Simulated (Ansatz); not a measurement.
**The K+ ion: how energies converge with the basis set**

Aim: see how fast density functionals converge with the basis set for the K+ ion.

Method: one geometry, several basis sets; program: Ansatz 0.2.0, Gaussian basis.

The runs, in order: PBE0/def2-SVP; ωB97M-V/def2-SVP; PBE0/def2-QZVPP; ωB97M-V/def2-QZVPP; the functionals' def2-TZVPP values are taken from earlier runs.

## (1) The atom

SMILES `[K+]`, 1 atom, charge 1, spin multiplicity 1.

## (2) PBE0 in def2-SVP

Contents of in.yaml:

```yaml
crystal:
  periodic: [false, false, false]
  atoms:
    - {symbol: K, position_ang: [0.000000, 0.000000, 0.000000]}
basis:
  gaussian: {orbitals: def2-SVP}
total_charge: 1
hamiltonian: {xc: pbe0}
output: {orbitals: {seedname: orbitals}}
```

Further steps of the session: ωB97M-V in def2-SVP; PBE0 in def2-QZVPP; ωB97M-V in def2-QZVPP.

**Question.** What will the summary of the whole plan be? Wanted: PBE0: double and triple zeta above quadruple; ωB97M-V: double and triple zeta above quadruple.

The runs gave:

| quantity | value |
| --- | --- |
| PBE0: double and triple zeta above quadruple | 2.43, 0.34 eV |
| ωB97M-V: double and triple zeta above quadruple | 2.36, 0.31 eV |

**Reading.** PBE0 gains 2.09 eV from double to triple zeta, then 0.34 eV more. Total energies overstate the basis error of differences, where much of it tends to cancel.
